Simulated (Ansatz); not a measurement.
# CH4O4W: the cost of one run

Method: the settings change from run to run; program: Ansatz 0.2.0, Gaussian basis.

1 further run of the same task is left out (for a known fault of the program).

## 1. The molecule

The geometry comes from an earlier relaxation with PBE0-D4 in a triple-zeta def2 set; it is a stationary point, not always the lowest conformer. W takes a core potential in def2 sets; no spin-orbit term is included.

SMILES `C[O][W](=[O])(=[O])[OH]`, 10 atoms, charge 0, spin multiplicity 1.

Atoms are counted from 1 here; the program's logs count them from 0.

Bond lengths: C1–O2 1.406 Å, C1–H7 1.093 Å, C1–H8 1.093 Å, C1–H9 1.091 Å, O2–W3 1.855 Å, W3–O4 1.707 Å, W3–O5 1.707 Å, W3–O6 1.882 Å, O6–H10 0.958 Å. Angles: O2–C1–H7 110.2°, O2–C1–H8 110.2°, O2–C1–H9 108.3°, H7–C1–H8 109.5°, H7–C1–H9 109.2°, H8–C1–H9 109.2°, C1–O2–W3 142.5°, O2–W3–O4 110.1°, O2–W3–O5 110.1°, O2–W3–O6 108.8°, O4–W3–O5 106.3°, O4–W3–O6 110.8°, O5–W3–O6 110.8°, W3–O6–H10 129.6°.

## 2. B97/x2c-TZVPPall

Set apart from the defaults: coordinates scaled by 1.25.

The input, in.yaml:

```yaml
crystal:
  periodic: [false, false, false]
  atoms:
    - {symbol: C, position_ang: [-0.272525, -1.957519, 1.436782]}
    - {symbol: O, position_ang: [0.403227, -0.546864, 0.634146]}
    - {symbol: W, position_ang: [-0.093634, 1.095533, -0.925232]}
    - {symbol: O, position_ang: [-0.595669, 0.201064, -2.796065]}
    - {symbol: O, position_ang: [-1.812957, 2.196867, -0.306321]}
    - {symbol: O, position_ang: [1.770159, 2.513537, -1.150691]}
    - {symbol: H, position_ang: [-1.386993, -1.609376, 2.145833]}
    - {symbol: H, position_ang: [-0.596806, -2.914464, 0.517494]}
    - {symbol: H, position_ang: [0.667188, -2.455144, 2.291590]}
    - {symbol: H, position_ang: [1.917984, 3.476389, -1.847523]}
basis:
  gaussian: {orbitals: x2c-TZVPPall}
hamiltonian: {xc: {name: B97}}
output: {forces: true}
```

Command:

```
ansatz run in.yaml --threads 8 --pin off --events-out ev --progress --plain --max-ram 18278MiB
```

**Question.** How long does this run take on 8 threads of Arm Neoverse V2, shared host, and how much memory does it need?

About 12 s, with a peak of 1.5 GiB.
